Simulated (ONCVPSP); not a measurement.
# Pseudopotential generation for silicon: ONCV, PBEsol

Task: generate the file, and judge it by its errors in other configurations, its logarithmic derivatives, its ghosts and its cutoff.

Method: ONCVPSP 4.0.1.1 (patched build), PBEsol, scalar-relativistic.

## 1. The design

The settings as typed:

| Item | Value |
| --- | --- |
| element | silicon (Si, Z = 14) |
| type | optimised norm-conserving Vanderbilt (ONCV) |
| frozen core | [Ne] |
| valence charge | 4 |
| reference configuration | 3s2 (charge +2) |
| partial waves | 3s: rc 1.45 bohr, ncon 5, nbas 9, qcut 5.8 1/bohr, 2 projectors, debl 0.6 Ha; p scattering state at 0.02 Ha: rc 1.50 bohr, ncon 3, nbas 6, qcut 5.2 1/bohr, 2 projectors, debl 0.7 Ha; d scattering state at 0.15 Ha: rc 1.15 bohr, ncon 4, nbas 7, qcut 9.5 1/bohr, 3 projectors, debl 3.4 Ha |
| local potential | polynomial inside 1.10 bohr (lpopt 2, dvloc0 -1 Ha) |
| core correction | polynomial model core, fcfact 0.6 |

The outer shells as boxes (Hund's rule for the drawing; the calculation is spin-unpolarised):

```
[Ne] core
3s [↑↓]
```

The nodes and maxima of the atom's own shells, from an earlier all-electron run, set the scale for the radii.

All-electron outer shells of the reference configuration (PBEsol, scalar-relativistic, ld1.x):

| shell | level (eV) | outermost node (bohr) | outermost maximum (bohr) |
| --- | --- | --- | --- |
| 2p | -116.76 | – | 0.39 |
| 3s | -28.49 | 0.72 | 1.69 |
| 3p | -20.47 | 0.71 | 1.91 |

## 2. The generation run

The input, Si.dat:

```
# ATOM AND REFERENCE CONFIGURATION
# atsym  z   nc   nv     iexc    psfile
  Si 14.00    3    1  -116133      upf
#
#   n    l    f
    1    0    2.00
    2    0    2.00
    2    1    6.00
    3    0    2.00
#
# PSEUDOPOTENTIAL AND OPTIMIZATION
# lmax
    2
#
#   l,   rc,      ep,       ncon, nbas, qcut
    0    1.45    0.00    5    9    5.80
    1    1.50    0.02    3    6    5.20
    2    1.15    0.15    4    7    9.50
#
# LOCAL POTENTIAL
# lloc, lpopt,  rc(5),   dvloc0
    4    2    1.10   -1.00
#
# VANDERBILT-KLEINMAN-BYLANDER PROJECTORs
# l, nproj, debl
    0    2    0.60
    1    2    0.70
    2    3    3.40
#
# MODEL CORE CHARGE
# icmod, fcfact, rcfact
    1    0.60    0.00
#
# LOG DERIVATIVE ANALYSIS
# epsh1, epsh2, depsh
   -3.00    5.00    0.02
#
# OUTPUT GRID
# rlmax, drl
    6.00    0.01
#
# TEST CONFIGURATIONS
# ncnf
    4
# nvcnf
#   n    l    f
    2
    3    0    2.00
    3    1    2.00
#
    2
    3    0    2.00
    3    1    1.00
#
    1
    3    0    1.00
#
    2
    3    0    0.00
    3    1    4.00
#
```

Command:

```console
$ oncvpsp.x < Si.dat > Si.out
```

**Question.** What will these runs give? Wanted: cutoffs for 1 and 0.1 mHa per electron, occupied waves; bound ghosts; GHOST(+) flags; largest test error; largest phase difference near zero energy, channels read; rms error of d²Exc/dn², without and with the model core; projector energies reset by the program.

As calculated:

| quantity | value |
| --- | --- |
| cutoffs for 1 and 0.1 mHa per electron, occupied waves | 21 Ha and 98 Ha |
| bound ghosts | s at -147.31 eV |
| GHOST(+) flags | none at low energy |
| largest test error (AE − PS) | +47 meV, for 3s0 3p4 |
| largest phase difference near zero energy, channels read | 0.000 rad |
| rms error of d²Exc/dn², without and with the model core | 7.64 and 0.42 mHa |
| projector energies reset by the program | s: -1.047, 0.250 Ha; p: 0.050, 0.750 Ha |

In words: A bound ghost (s) makes it unfit for use: electrons can fall into a state that the atom doesn't have. The worst unpolarised test, 3s0 3p4, is off by 47 meV on 9.9 eV; by total energies transferability rates as fair. By its cutoff, 21 Ha for the looser tolerance, it is of middling hardness. The tighter tolerance needs 98 Ha, and converged work needs a cutoff nearer that. That counts occupied waves only; other projectors need more. Near zero energy the phases of the channels with partial waves agree within 0.001 rad. These are tests on the free atom; a crystal test is still owed.
